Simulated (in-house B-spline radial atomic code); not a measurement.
# Ag³¹⁺: excited configurations

How much energy does it take to promote electrons of Ag³¹⁺ to other shells? Each configuration is solved by itself and compared with the reference.

Method: Dirac-Hartree-Fock, average of configuration, Fermi nucleus, basis-set limit. Code: in-house B-spline radial atomic code version 1.

### 1 The system

| Item | Value |
| --- | --- |
| element | silver (Z = 47) |
| charge | +31 |
| electrons | 16 |
| configuration | [Ne] 3s2 3p4 |
| Hamiltonian | Dirac-Coulomb |
| nucleus | Fermi, rms radius 4.545 fm |

Outer shells as boxes (Hund's rule):

[Ne] 3s2 3p4
```
[Ne] core
3s [↑↓]
3p [↑↓][↑ ][↑ ]
```

The boxes only draw the lowest term's filling; these runs average over all states of the configuration.

Settings, as recorded:

```ini
Z = 47
electrons = 16.0
configuration = [Ne] 3s2 3p4
hamiltonian = dirac
method = hf
spin_polarised = False
nucleus = fermi
rms_radius = 4.5454
mass_number = 107
atomic_mass = 106.905091509
speed_of_light = 137.035999084
```

From the earlier run of the reference: total energy -4595.614627 hartree. Levels, eight at most:

```
orbital  occupation  energy (eV)  <r> (bohr)
  1s1/2           2     -27293.5     0.03110
  2s1/2           2     -5433.10      0.1325
  2p1/2           2     -5160.73      0.1126
  2p3/2           4     -4980.62      0.1174
  3s1/2           2     -2029.54      0.3296
  3p1/2     1.33333     -1932.51      0.3159
  3p3/2     2.66667     -1890.32      0.3233
```

### 2 [Ne] 3s2 3p3 7d1

Settings, as recorded:

```ini
Z = 47
electrons = 16.0
configuration = [Ne] 3s2 3p3 7d1
hamiltonian = dirac
method = hf
spin_polarised = False
nucleus = fermi
rms_radius = 4.5454
mass_number = 107
atomic_mass = 106.905091509
speed_of_light = 137.035999084
```

### 3 [Ne] 3s2 3p3 6d1

Settings: those of step 2 with these lines changed.

```diff
@@ -2,3 +2,3 @@
 electrons = 16.0
-configuration = [Ne] 3s2 3p3 7d1
+configuration = [Ne] 3s2 3p3 6d1
 hamiltonian = dirac
```

### 4 Run with [Ne] 3s2 3p3 6f1

Settings: those of step 3 with these lines changed.

```diff
@@ -2,3 +2,3 @@
 electrons = 16.0
-configuration = [Ne] 3s2 3p3 6d1
+configuration = [Ne] 3s2 3p3 6f1
 hamiltonian = dirac
```

### 5 Configuration [Ne] 3s2 3p3 6s1

Settings: those of step 4 with these lines changed.

```diff
@@ -2,3 +2,3 @@
 electrons = 16.0
-configuration = [Ne] 3s2 3p3 6f1
+configuration = [Ne] 3s2 3p3 6s1
 hamiltonian = dirac
```

### 6 Run with [He] 2s2 2p5 3s2 3p4 7d1

Settings: those of step 5 with these lines changed.

```diff
@@ -2,3 +2,3 @@
 electrons = 16.0
-configuration = [Ne] 3s2 3p3 6s1
+configuration = [He] 2s2 2p5 3s2 3p4 7d1
 hamiltonian = dirac
```

**Question.** How far above the reference does each configuration lie (order and size, in eV)?

As calculated:

| net move | configuration | energy above the reference (eV) | with Breit, QED, recoil (eV) | largest <r> (bohr) |
| --- | --- | --- | --- | --- |
| 3p → 6s | [Ne] 3s2 3p3 6s1 | 1467.49 | 1466.30 | 1.50 |
| 3p → 6d | [Ne] 3s2 3p3 6d1 | 1497.59 | 1496.26 | 1.52 |
| 3p → 6f | [Ne] 3s2 3p3 6f1 | 1509.28 | 1507.90 | 1.47 |
| 3p → 7d | [Ne] 3s2 3p3 7d1 | 1607.42 | 1606.07 | 2.11 |
| 2p → 7d | [He] 2s2 2p5 3s2 3p4 7d1 | 4735.58 | 4729.26 | 2.11 |

Quantum defects of the promoted electron, δ = n − ζ/√(−2ε) with ζ = 32 and ε its orbital energy in hartree:

| promotion | δ |
| --- | --- |
| 3p → 6s | 0.348 |
| 3p → 6d | 0.142 |
| 3p → 6f | 0.056 |
| 3p → 7d | 0.142 |
| 2p → 7d | 0.155 |

At the bottom stands 3p → 6s (1467.49 eV), at the top 2p → 7d (4735.58 eV). 1 of them lies above the ionisation threshold that Koopmans' theorem gives (1890.32 eV), where such states can decay by emitting an electron. The defect is largest for 6s (0.35) and least for 6f (0.06): low angular momentum penetrates the core, high angular momentum stays outside it. Two partly filled shells share a symmetry and can mix in the average, which may lower the energy, for: 2p → 7d. These are averages over configurations, without correlation, not spectroscopic levels.
